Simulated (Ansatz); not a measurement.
**B started on a Cs site and B started on a Cs site in perovskite CsPbBr3, 40 atoms, charge 0**

How does the host give way around this defect, what does it cost to form, and which levels does it put into the gap? The levels of theory are PBEsol and HSE06.

Program: Ansatz 0.2.0, PAW, plane waves. These are calculated values, not measurements.

## (1) The starting cell

40 atoms (2 B, 6 Cs, 8 Pb, 24 Br); a = 11.763 Å, b = 11.763 Å, c = 11.763 Å, α = 90.00°, β = 90.00°, γ = 90.00°. All atoms were shaken off their sites by about 0.02 Å along each axis. Defect site 1: (0.500, 0.500, 0.500). Defect site 2: (0.000, 0.000, 0.000).

Plan of the steps: (2) PBEsol relaxation at the single k point (¼, ¼, ¼), on 1 × NVIDIA GB300 Max-Q with 8 threads of Arm Neoverse-V2; (3) HSE06 single point at the single k point (¼, ¼, ¼), on 1 × NVIDIA GB300 Max-Q with 8 threads of Arm Neoverse-V2.

## (2) Relaxing the atoms with PBEsol

Input file in.yaml:

```yaml
crystal:
  lattice:
    - [11.763330, 0.000000, 0.000000]
    - [0.000000, 11.763330, 0.000000]
    - [0.000000, 0.000000, 11.763330]
  atoms:
    - { symbol: B, position: [0.998760, 0.999630, 0.000722] }
    - { symbol: B, position: [0.500896, 0.502490, 0.500942] }
    - { symbol: Cs, position: [0.999668, 0.997189, 0.498497] }
    - { symbol: Cs, position: [0.001138, 0.500372, 0.003104] }
    - { symbol: Cs, position: [0.000912, 0.497459, 0.500523] }
    - { symbol: Cs, position: [0.500654, 0.000538, 0.000745] }
    - { symbol: Cs, position: [0.500011, 0.001784, 0.500426] }
    - { symbol: Cs, position: [0.501654, 0.501665, 0.998897] }
    - { symbol: Pb, position: [0.252253, 0.250552, 0.253016] }
    - { symbol: Pb, position: [0.251092, 0.249041, 0.751711] }
    - { symbol: Pb, position: [0.251216, 0.748471, 0.250065] }
    - { symbol: Pb, position: [0.252840, 0.750494, 0.750480] }
    - { symbol: Pb, position: [0.750023, 0.248191, 0.246213] }
    - { symbol: Pb, position: [0.749944, 0.249630, 0.749593] }
    - { symbol: Pb, position: [0.749850, 0.750838, 0.251432] }
    - { symbol: Pb, position: [0.748365, 0.752000, 0.751671] }
    - { symbol: Br, position: [0.250832, 0.250376, 0.001438] }
    - { symbol: Br, position: [0.248717, 0.252299, 0.501923] }
    - { symbol: Br, position: [0.246766, 0.750923, 0.999095] }
    - { symbol: Br, position: [0.250682, 0.749540, 0.498009] }
    - { symbol: Br, position: [0.750159, 0.251409, 0.002732] }
    - { symbol: Br, position: [0.750919, 0.251700, 0.499603] }
    - { symbol: Br, position: [0.748451, 0.749929, 0.000680] }
    - { symbol: Br, position: [0.749367, 0.748398, 0.499855] }
    - { symbol: Br, position: [0.000503, 0.247241, 0.250993] }
    - { symbol: Br, position: [0.999240, 0.246581, 0.748206] }
    - { symbol: Br, position: [0.001471, 0.750936, 0.245995] }
    - { symbol: Br, position: [0.000896, 0.747664, 0.751008] }
    - { symbol: Br, position: [0.502070, 0.248063, 0.249272] }
    - { symbol: Br, position: [0.500044, 0.248930, 0.747630] }
    - { symbol: Br, position: [0.501334, 0.748557, 0.251682] }
    - { symbol: Br, position: [0.500707, 0.750328, 0.747316] }
    - { symbol: Br, position: [0.251810, 0.998661, 0.250186] }
    - { symbol: Br, position: [0.247554, 0.001087, 0.751138] }
    - { symbol: Br, position: [0.248991, 0.501383, 0.249499] }
    - { symbol: Br, position: [0.250958, 0.501902, 0.750407] }
    - { symbol: Br, position: [0.750524, 0.000250, 0.249972] }
    - { symbol: Br, position: [0.751957, 0.997246, 0.750673] }
    - { symbol: Br, position: [0.749029, 0.500274, 0.247671] }
    - { symbol: Br, position: [0.750529, 0.498324, 0.750983] }
  symmetry: { detect: false }
kpoints:
  mp_grid: { grid: [1, 1, 1], shift: [0.25, 0.25, 0.25] }
hamiltonian:
  xc: pbesol
scf:
  occupations: { method: fermi_dirac, width: 0.01 }
relax:
  f_tol: 0.03
  max_steps: 80
  escape_saddle: false
  adjacent_minimum: "off"
output:
  forces: true
  eigenvalues: true
  populations: true
```

Command:

```console
ansatz run in.yaml --threads 8 --pin off --max-ram 118750MiB --runs-dir r --events-out ev --progress --plain --backend cuda --devices 0,
```

Further steps of the session: HSE06 on the final geometry.

**Question.** What will these runs give? Wanted: for each run, formation energy; host gap; top filled to lowest empty.

**Answer**, as computed:

| level | time | formation energy (eV) | host gap (eV) | top filled to lowest empty (eV) |
| --- | --- | --- | --- | --- |
| PBEsol, relaxation | 41 s (GPU) | 14.14 | 1.37 | 1.97 |
| HSE06 | 26 s (GPU) | 14.67 | 2.22 | 3.01 |

| quantity | value |
| --- | --- |
| relaxation | 33 recorded steps, 5.17 eV gained |
| largest shift | 1.97 Å (B1) |

**Reading.** The relaxation lowers the energy by 5.17 eV; the largest shift is 1.97 Å (B1). The formation energy goes from 14.14 eV (PBEsol) to 14.67 eV (HSE06). The reservoirs are the elements' reference phases; where the defect changes the composition, the value depends on that choice. HSE06 shows no level inside the gap that the count of atoms sharing it marks as tightly localised. Spin–orbit coupling is left out, which matters for the band edges of the heavier elements here. The host's edges were read at Γ, so band-like levels at this k point need not coincide with them. Finite-cell errors of some tenths of an eV remain in such numbers.
